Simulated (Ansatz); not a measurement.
# C2H7Ga (SMILES [CH3][GaH][CH3]): r2SCAN/def2-SVP

Aim: the energy change on altering one bond length of C2H7Ga at r2SCAN/def2-SVP, from 2 runs. 

The calculation is run with Ansatz 0.2.0.

47 further runs of the same task are left out: 1 that didn't finish, 46 set aside as unsound or not needed.

## 1. The molecule

The species is C2H7Ga (10 atoms), meant as a singlet with charge 0. As SMILES, `[CH3][GaH][CH3]`. The shape is that of a PBE0-D4/def2-TZVP optimisation.

Bond lengths: C1–Ga2 1.971 Å, Ga2–C3 1.971 Å, C1–H4 1.096 Å, C1–H5 1.091 Å, C1–H6 1.092 Å, Ga2–H7 1.579 Å, C3–H8 1.096 Å, C3–H9 1.091 Å, C3–H10 1.092 Å. Some angles: C1–Ga2–C3 120.1°, C1–Ga2–H7 120.0°, C3–Ga2–H7 119.9°, Ga2–C1–H4 109.0°, Ga2–C1–H5 112.5°, Ga2–C1–H6 111.5°, Ga2–C3–H8 109.0°, Ga2–C3–H9 112.5°, Ga2–C3–H10 111.5°, H4–C1–H5 107.5°.

## 2. A single-point energy at r2SCAN/def2-SVP

File molecule.yaml:

```yaml
crystal:
  periodic: [false, false, false]
  atoms:
    - symbol: C
      position_ang: [-1.063400, 1.142800, -0.711800]
    - symbol: Ga
      position_ang: [0.649000, 0.266100, -0.281300]
    - symbol: C
      position_ang: [0.681500, -1.321500, 0.886900]
    - symbol: H
      position_ang: [-1.533700, 0.614200, -1.548200]
    - symbol: H
      position_ang: [-0.935400, 2.183800, -1.011500]
    - symbol: H
      position_ang: [-1.759700, 1.095200, 0.128600]
    - symbol: H
      position_ang: [1.997300, 0.836500, -0.872600]
    - symbol: H
      position_ang: [0.687700, -0.994000, 1.932300]
    - symbol: H
      position_ang: [1.569300, -1.935900, 0.730500]
    - symbol: H
      position_ang: [-0.209600, -1.938300, 0.750100]
basis:
  gaussian:
    orbitals: def2-SVP
hamiltonian:
  xc: {name: r2SCAN}
accuracy: high
output: {orbitals: {seedname: orbitals}}
```

On the command line:

```bash
$ ansatz run molecule.yaml --threads 1 --pin off --max-ram 3480MiB --events-out events.jsonl --progress --plain --runs-dir runs
```

Log:

```text
Warning: RAYON_NUM_THREADS=1 ignored (pool sized by the plan → 1); use --threads N
Functional definition: r2SCAN
  name "r2SCAN"
  parameter k0 = 0.174
  parameter k1 = 0.065
  parameter a1 = 4.9479
  exchange = r2scan_x(k0 = k0, k1 = k1, a1 = a1)
  correlation = r2scan_c
2192 factors; integrals over basis functions are off by at most 7.9e-9 eV
mean field evaluation 1: about -54544.0474 eV, gradient 7.2e1 eV
mean field evaluation 2: about -54532.2957 eV, gradient 9.5e1 eV
mean field evaluation 4: about -54556.0767 eV, gradient 3.7e0 eV
mean field evaluation 8: about -54556.0906 eV, gradient 3.4e-2 eV
mean field evaluation 16: about -54556.0906 eV, gradient 2.6e-6 eV
mean field -54556.09056660 eV, -2004.8993488762 hartree, gradient 4.0e-8 eV, S^2 0.000000; 0 other end points of the search recorded, 0 dependent functions left out
reference -54556.09056748 eV, -2004.8993489084 hartree; 25, 25 occupied and 70, 70 virtual orbitals, 2192 factors
Total energy: -54556.09056748 eV, -2004.8993489084 hartree
```

Wall time 14 s (1 thread of Arm Neoverse V1, shared host); peak memory 0.31 GiB.

## 3. The distorted shape

File job.yaml:

```yaml
crystal:
  periodic: [false, false, false]
  atoms:
    - {symbol: C, position_ang: [-0.828242, 1.407109, -0.293585]}
    - {symbol: Ga, position_ang: [0.884158, 0.530409, 0.136915]}
    - {symbol: C, position_ang: [0.916658, -1.057191, 1.305115]}
    - {symbol: H, position_ang: [-1.533700, 0.614200, -1.548200]}
    - {symbol: H, position_ang: [-0.700242, 2.448109, -0.593285]}
    - {symbol: H, position_ang: [-1.524542, 1.359509, 0.546815]}
    - {symbol: H, position_ang: [2.232458, 1.100809, -0.454385]}
    - {symbol: H, position_ang: [0.922858, -0.729691, 2.350515]}
    - {symbol: H, position_ang: [1.804458, -1.671591, 1.148715]}
    - {symbol: H, position_ang: [0.025558, -1.673991, 1.168315]}
basis:
  gaussian:
    orbitals: def2-SVP
total_charge: 0
hamiltonian:
  xc: {name: r2SCAN}
accuracy: high
output:
  orbitals: {seedname: orbitals}
```

On the command line:

```bash
$ ansatz run job.yaml --threads 1 --pin off --max-ram 3480MiB --events-out events.jsonl --progress --plain --runs-dir runs
```

Log (excerpt; [...] marks lines left out):

```text
Warning: RAYON_NUM_THREADS=1 ignored (pool sized by the plan → 1); use --threads N
[... 7 set-up lines as earlier in the session ...]
2186 factors; integrals over basis functions are off by at most 7.9e-9 eV
mean field evaluation 1: about -54541.7778 eV, gradient 7.1e1 eV
mean field evaluation 2: about -54525.8461 eV, gradient 9.8e1 eV
mean field evaluation 4: about -54554.0409 eV, gradient 6.2e0 eV
mean field evaluation 8: about -54554.1476 eV, gradient 2.8e-1 eV
mean field evaluation 16: about -54554.1477 eV, gradient 7.8e-6 eV
mean field -54554.14774539 eV, -2004.8279515137 hartree, gradient 8.3e-8 eV, S^2 0.000000; 0 other end points of the search recorded, 0 dependent functions left out
reference -54554.14774628 eV, -2004.8279515464 hartree; 25, 25 occupied and 70, 70 virtual orbitals, 2186 factors
Total energy: -54554.14774628 eV, -2004.8279515464 hartree
```

It took 15 s on 1 thread of Arm Neoverse V1, shared host; peak memory 0.31 GiB.

## 4. Results

At r2SCAN/def2-SVP:

| quantity | value |
| --- | --- |
| first shape: total energy | -2004.89935 Eh |
| first shape: HOMO energy | -6.65 eV |
| first shape: LUMO energy | -1.41 eV |
| first shape: HOMO–LUMO gap | 5.24 eV |
| distorted shape: total energy | -2004.82795 Eh |
| distorted shape: HOMO energy | -6.74 eV |
| distorted shape: LUMO energy | -1.84 eV |
| distorted shape: HOMO–LUMO gap | 4.91 eV |
| energy change with the C1–H4 bond stretched from 1.096 to 1.643 Å | 1.943 eV |

In words: With the C1–H4 bond stretched from 1.096 to 1.643 Å the energy rises by 1.94 eV (45 kcal/mol). The first shape isn't relaxed at this level, so the change isn't measured from a minimum.
